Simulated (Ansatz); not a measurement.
# AsB: the cost of one run

Program: Ansatz 0.2.0, Gaussian basis. Level of theory: def2-QZVPP, all electrons in the functionals, frozen cores in the correlation of double hybrids and RPA. These are calculated values, not measurements.

The runs, in order: PBE, BLYP, r2SCAN, B97M-V, PBE0, B3LYP, wB97M-V, B2PLYP, at charge 0, singlet; charge 0, triplet; charge 1, doublet.

6 further runs of the same task are left out: 6 set aside as unsound or not needed.

## (1) The system

The geometry is a PBE0/def2-TZVP stationary point (not a proven minimum). No spin-orbit coupling is included. The filled d shell of As may be among the frozen orbitals whatever the setting's name suggests; the logs give the count.

2 atoms, charge 0, spin multiplicity 1.

Atoms are counted from 1 here; the program's logs count them from 0.

Bond lengths: B1–As2 1.755 Å.

No dispersion term is added; B97M-V, wB97M-V hold VV10 nonlocal correlation. B3LYP takes the VWN-RPA correlation.

The geometry shown and the zero of energy belong to the point charge 0, singlet. The yardstick, RCCSD(T), and other wave-function levels (R restricted, U unrestricted, valence and pair active spaces) come from earlier runs.

## (2) PBE, charge 0, singlet

in.yaml reads:

```yaml
crystal:
  periodic: [false, false, false]
  atoms:
    - {symbol: B, position_ang: [0.000000, 0.000000, 0.000000]}
    - {symbol: As, position_ang: [0.000000, 0.000000, 1.754900]}
basis:
  gaussian: {orbitals: "def2-QZVPP.json"}
magnetization: {spin_polarized: true, initial_magnetization: 0}
hamiltonian: {xc: {name: PBE}}
output: {orbitals: {seedname: orbitals}}
```

The run is started by

```sh
$ ansatz run in.yaml --threads 1 --pin off --events-out ev --progress --plain --max-ram 2393MiB
```

Q: Estimate wall time and peak memory on 1 thread of Arm Neoverse V2, shared host.

About 40 s, with a peak of 0.28 GiB.
